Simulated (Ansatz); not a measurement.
# Mg3MoBr2: the cost of one run

Method: DFT PBE, scalar-relativistic, plane waves, PAW, in Ansatz 0.2.0.

## Step 1: The starting structure

It takes space group P6/mmm (No. 191, hexagonal). The conventional cell has a = 6.322 Å, b = 6.322 Å, c = 4.357 Å, α = 90.00°, β = 90.00°, γ = 120.00°. Around Mg (site symmetry mmm) lie 2 Br at 1.82 Å. Around Mo (site symmetry 6/mmm) lie 12 Mg at 3.84 Å and 12 Br at 4.25 Å and 2 Mo at 4.36 Å. Br (site symmetry -6m2) has 3 Mg at 1.82 Å as nearest neighbours.

Structure file:

```
Mg Mo Br
1.0
     6.32197    0.00000    0.00000
    -3.16098    5.47498    0.00000
     0.00000    0.00000    4.35692
Mg Mo Br
3 1 2
Direct
  0.50000 0.00000 0.50000
  0.00000 0.50000 0.50000
  0.50000 0.50000 0.50000
  0.00000 0.00000 0.00000
  0.33333 0.66667 0.50000
  0.66667 0.33333 0.50000
```

Recipe of the guess: random cell by space group and Wyckoff sites (P6/mmm, No. 191). The dimensions are guesses.

## Step 2: The guess as it stands, on a coarse mesh

input.yaml

```yaml
crystal:
  lattice:
    - [6.32196653, 0.0, 0.0]
    - [-3.16098327, 5.47498362, 0.0]
    - [0.0, 0.0, 4.35692248]
  atoms:
    - { symbol: Mg, position: [0.5, 0.0, 0.5] }
    - { symbol: Mg, position: [0.0, 0.5, 0.5] }
    - { symbol: Mg, position: [0.5, 0.5, 0.5] }
    - { symbol: Mo, position: [0.0, 0.0, 0.0], spin: 1.0 }
    - { symbol: Br, position: [0.33333333, 0.66666667, 0.5] }
    - { symbol: Br, position: [0.66666667, 0.33333333, 0.5] }
basis:
  ecutwfc: 420
kpoints:
  mp_grid: { grid: [3, 3, 4] }
hamiltonian:
  xc: pbe
scf:
  occupations: { method: gaussian, width: 0.1 }
  lower_state_search: "off"
output:
  forces: true
  stress: true
  eigenvalues: true
  populations: true
magnetization:
  spin_polarized: true
```

Run with:

```
ansatz run input.yaml --threads 1 --pin off --max-ram 2560MiB --backend cpu --events-out ev --progress --plain --runs-dir out
```

What time and memory should one allow on 1 thread of Arm Neoverse V2, shared host?

About 8.1 s, with a peak of 0.41 GiB.
